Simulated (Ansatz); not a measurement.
# C2H6SSi: one species, many methods

How much do the methods differ for C2H6SSi? The plan is to run it at one geometry with functionals of several rungs and with coupled cluster. The yardstick is the atomisation energy at the CCSD(T) limit.

Program: Ansatz 0.2.0, Gaussian basis. Level of theory: functionals in def2-TZVPP, the program's frozen cores in correlated methods. These are calculated values, not measurements.

The runs, in order: PBE-D4, r2SCAN-D4, PBE0-D4, B3LYP-D4, ωB97X-V, ωB97M-V, B2PLYP; CCSD(T)/def2-TZVPP; CCSD(T)/def2-QZVPP; extrapolation to the limit.

## Step 1: The relaxed structure

An earlier PBE0-D4 in a triple-zeta def2 set relaxation fixed the geometry.

SMILES `C[Si]SC`, 10 atoms, charge 0, spin multiplicity 1.

Atoms are counted from 1 here; the program's logs count them from 0.

Bond lengths: C1–Si2 1.903 Å, C1–H5 1.096 Å, C1–H6 1.096 Å, C1–H7 1.091 Å, Si2–S3 2.109 Å, S3–C4 1.811 Å, C4–H8 1.091 Å, C4–H9 1.090 Å, C4–H10 1.090 Å. Angles: Si2–C1–H5 108.1°, Si2–C1–H6 108.3°, Si2–C1–H7 116.5°, H5–C1–H6 105.8°, H5–C1–H7 108.8°, H6–C1–H7 108.8°, C1–Si2–S3 96.6°, Si2–S3–C4 103.4°, S3–C4–H8 110.3°, S3–C4–H9 109.1°, S3–C4–H10 109.1°, H8–C4–H9 109.6°, H8–C4–H10 109.6°, H9–C4–H10 109.2°.

## Step 2: PBE-D4 (GGA)

File in.yaml:

```yaml
crystal:
  periodic: [false, false, false]
  atoms:
    - {symbol: C, position_ang: [0.601532, 2.193538, 0.069051]}
    - {symbol: Si, position_ang: [-0.735119, 0.844299, 0.184355]}
    - {symbol: S, position_ang: [0.546609, -0.797275, -0.144911]}
    - {symbol: C, position_ang: [-0.568950, -2.222776, -0.075604]}
    - {symbol: H, position_ang: [0.319452, 2.884497, -0.734208]}
    - {symbol: H, position_ang: [0.575575, 2.782708, 0.993114]}
    - {symbol: H, position_ang: [1.624099, 1.853544, -0.103389]}
    - {symbol: H, position_ang: [-1.591489, -1.894551, 0.114745]}
    - {symbol: H, position_ang: [-0.526875, -2.754233, -1.025861]}
    - {symbol: H, position_ang: [-0.244823, -2.889741, 0.722707]}
basis:
  gaussian: {orbitals: def2-TZVPP}
hamiltonian: {xc: pbe, dispersion: d4}
output: {forces: true, orbitals: {seedname: orbitals}}
```

The run is started by

```sh
ansatz run in.yaml --threads 2 --pin off --events-out ev --progress --plain --max-ram 32768MiB --backend cpu
```

The runs that follow: r2SCAN-D4 (meta-GGA); PBE0-D4 (hybrid); B3LYP-D4 (hybrid); ωB97X-V (range-separated); ωB97M-V (range-separated); B2PLYP (double hybrid); CCSD(T) in def2-TZVPP; CCSD(T) in def2-QZVPP.

**Question.** What will the summary of the whole plan be? Wanted: atomisation energy, CCSD(T)/CBS; farthest; mean size of error, hybrid; mean size of error, range-separated; gap, smallest and largest; T1 diagnostic; triples share of the correlation energy.

**Answer**, as computed:

| quantity | value |
| --- | --- |
| atomisation energy, CCSD(T)/CBS | 850.8 kcal/mol |
| functionals within 4.3 kcal/mol (0.5 %) | r2SCAN-D4, PBE0-D4, B3LYP-D4, ωB97X-V |
| farthest | PBE-D4 (+15.3 kcal/mol) |
| mean size of error, hybrid | 2.2 kcal/mol |
| mean size of error, range-separated | 4.0 kcal/mol |
| gap, smallest and largest | 2.65 eV (PBE-D4), 8.71 eV (ωB97X-V) |
| T1 diagnostic | 0.0139 |
| triples share of the correlation energy | 4.3 % |

What this shows: PBE-D4 is off by +15.3 kcal/mol. Double hybrids carry the basis error of their MP2 part in triple zeta, and no dispersion term here, so their miss is partly the set-up's. Misses under about 4.3 kcal/mol are within the doubt on the reference itself, which lacks core-valence correlation, relativity and higher excitations. Hartree-Fock recovers 74 % of the binding; the rest is correlation. Orbital gaps span 2.7 to 8.7 eV; exact exchange widens them. The restricted reference is unstable towards a spin-broken one.
